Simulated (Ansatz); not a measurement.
ScAl₃, space group Pm-3m: an equation of state with a fit, run with Ansatz 0.2.0 through its Python package.

`run_eos.py`
```python
"""Bulk modulus of ScAl3 from an E(V) curve."""

import ansatz
import numpy as np
from scipy.optimize import curve_fit

VECTORS = np.array([
    [4.087807, 0.0, 0.0],
    [0.0, 4.087807, 0.0],
    [0.0, 0.0, 4.087807],
])
SITES = [
    ("Sc", [0.0, 0.0, 0.0]),
    ("Al", [0.5, 0.0, 0.5]),
    ("Al", [0.0, 0.5, 0.5]),
    ("Al", [0.5, 0.5, 0.0]),
]


def on_lattice(cell):
    crystal = ansatz.Crystal(lattice=ansatz.Lattice.of(cell))
    for symbol, position in SITES:
        crystal = crystal.atom(symbol, position)
    return crystal

def vinet(v, e0, v0, b0, b1):
    eta = (v / v0) ** (1 / 3)
    return e0 + 2 * b0 * v0 / (b1 - 1) ** 2 * (2 - (5 + 3 * b1 * (eta - 1) - 3 * eta) * np.exp(-1.5 * (b1 - 1) * (eta - 1)))

# scale the volume, keep shape and fractions
volumes, energies, pressures = [], [], []
for scale in np.linspace(0.9, 1.1, 9):
    cell = VECTORS * scale ** (1 / 3)
    setup = (
        on_lattice(cell).calculation()
        .occupations("fermi_dirac")
        .functional("PBEsol", dispersion="d3bj")
        .basis(500)
        .kpoints(6, 6, 6)
        .stress()
    )
    r = setup.run(threads=1, pin="off").report
    volumes.append(abs(np.linalg.det(cell)) / len(SITES))
    energies.append(r["free_energy_ev"] / len(SITES))
    pressures.append(np.trace(r["stress_gpa"]) / 3)
    print(f"V = {volumes[-1]:8.4f} A^3/atom  F = {energies[-1]:.5f} eV/atom  P = {pressures[-1]:8.3f} GPa")

guess = (min(energies), volumes[int(np.argmin(energies))], 0.5, 4.5)
(e0, v0, b0, b1), _ = curve_fit(vinet, np.array(volumes), np.array(energies), p0=guess, maxfev=20000)
print(f"Vinet fit: V0 = {v0:.4f} A^3/atom, B0 = {160.21766 * b0:.1f} GPa, B1 = {b1:.2f}")
print("largest residual", round(1000 * float(np.abs(vinet(np.array(volumes), e0, v0, b0, b1) - energies).max()), 3), "meV/atom")
```

Where does the minimum lie against the volume typed, and how stiff is the crystal?

A third-order Birch-Murnaghan fit through the 9 points (the script's own form differs a little) has its minimum at 16.23 Å³ an atom, 5.0 % below the typed cell, with a bulk modulus of 99 GPa and dB/dP = 4.2. From that minimum the energy rises by 15.4 meV an atom on the compressed side and 96.4 meV on the expanded side.

The run itself:

Output of `python run_eos.py`:
```text
V =  15.3693 A^3/atom  F = -922.09399 eV/atom  P =    6.019 GPa
V =  15.7962 A^3/atom  F = -922.10568 eV/atom  P =    2.828 GPa
V =  16.2231 A^3/atom  F = -922.10942 eV/atom  P =    0.036 GPa
V =  16.6501 A^3/atom  F = -922.10619 eV/atom  P =   -2.406 GPa
V =  17.0770 A^3/atom  F = -922.09687 eV/atom  P =   -4.538 GPa
V =  17.5039 A^3/atom  F = -922.08227 eV/atom  P =   -6.398 GPa
V =  17.9308 A^3/atom  F = -922.06302 eV/atom  P =   -8.017 GPa
V =  18.3578 A^3/atom  F = -922.03974 eV/atom  P =   -9.422 GPa
V =  18.7847 A^3/atom  F = -922.01298 eV/atom  P =  -10.635 GPa
Vinet fit: V0 = 16.2290 A^3/atom, B0 = 98.9 GPa, B1 = 4.12
largest residual 0.012 meV/atom
```

What to keep in mind:
- Absolute energies stand on the zero of these potentials, so only differences at equal settings mean something.
- Spin is left out of this run.
- Dispersion corrections can be off by several per cent in the lattices of metals, and by several GPa in the pressure at a fixed cell.
- For a metal this k-point mesh is coarse: on a finer one energies can move by several to tens of meV an atom and pressures by half a GPa or more, differences at one mesh by less.
- Pressure is positive in compression.
- This cell is a computed structure, which may not be the phase found in nature.
- Cost: roughly 10 core-seconds.

(Lines on the test bed's own set-up are left out of the output.)
